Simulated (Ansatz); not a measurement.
**H4PSSbSi: how energies converge with the basis set**

An exercise on one series of results from a longer session: the logs are not shown, and one member is left open.

Computed with Ansatz 0.2.0, Gaussian basis. Level: one geometry, several basis sets.

Plan: PBE0-D4/def2-SVP; ωB97M-V/def2-SVP; PBE0-D4/def2-QZVPP; ωB97M-V/def2-QZVPP; the functionals' def2-TZVPP values are taken from earlier runs.

**The geometry**

An earlier PBE0-D4 in a triple-zeta def2 set relaxation fixed the geometry. Sb takes the def2 core potential; no spin-orbit term is included.

SMILES `S[SiH]1[PH][SbH]1`, 8 atoms, charge 0, spin multiplicity 1.

Atoms are counted from 1 here; the program's logs count them from 0.

Bond lengths: S1–Si2 2.125 Å, S1–H5 1.344 Å, Si2–P3 2.227 Å, Si2–Sb4 2.531 Å, Si2–H6 1.482 Å, P3–Sb4 2.592 Å, P3–H7 1.425 Å, Sb4–H8 1.710 Å. Angles: Si2–S1–H5 95.3°, S1–Si2–P3 112.4°, S1–Si2–Sb4 121.3°, S1–Si2–H6 114.3°, P3–Si2–Sb4 65.7°, P3–Si2–H6 117.2°, Sb4–Si2–H6 117.0°, Si2–P3–Sb4 62.8°, Si2–P3–H7 90.5°, Sb4–P3–H7 91.1°, Si2–Sb4–P3 51.5°, Si2–Sb4–H8 88.9°, P3–Sb4–H8 89.0°.

The first run:

The input, in.yaml:

```yaml
crystal:
  periodic: [false, false, false]
  atoms:
    - {symbol: S, position_ang: [-0.923898, 1.654708, -1.213095]}
    - {symbol: Si, position_ang: [0.045678, 0.547725, 0.319843]}
    - {symbol: P, position_ang: [1.738377, -0.672773, -0.457435]}
    - {symbol: Sb, position_ang: [-0.282147, -1.952466, 0.542273]}
    - {symbol: H, position_ang: [-2.133459, 1.644113, -0.626601]}
    - {symbol: H, position_ang: [0.278286, 1.310253, 1.569529]}
    - {symbol: H, position_ang: [2.373974, -0.624711, 0.816674]}
    - {symbol: H, position_ang: [-1.004612, -1.963849, -1.007088]}
basis:
  gaussian: {orbitals: def2-SVP}
hamiltonian: {xc: pbe0, dispersion: d4}
output: {orbitals: {seedname: orbitals}}
```

Steps of the session up to this table: PBE0-D4 in def2-SVP; ωB97M-V in def2-SVP; PBE0-D4 in def2-QZVPP; ωB97M-V in def2-QZVPP.

One of the session's tables, all rows but one given; the rest of the session is left out.

It belongs to the step «Density functionals: the series». 

```
functional       basis  HOMO (eV)
   PBE0-D4    def2-SVP      -6.59
   PBE0-D4  def2-TZVPP      -6.59
   PBE0-D4  def2-QZVPP      -6.61
   ωB97M-V    def2-SVP      -8.41
   ωB97M-V  def2-TZVPP          ?
   ωB97M-V  def2-QZVPP      -8.45
```

**Question.** Estimate the row for ωB97M-V, def2-TZVPP.

The run gave: HOMO (eV): -8.44. In the column «HOMO (eV)» it lies between ωB97M-V, def2-QZVPP (-8.45) and ωB97M-V, def2-SVP (-8.41).
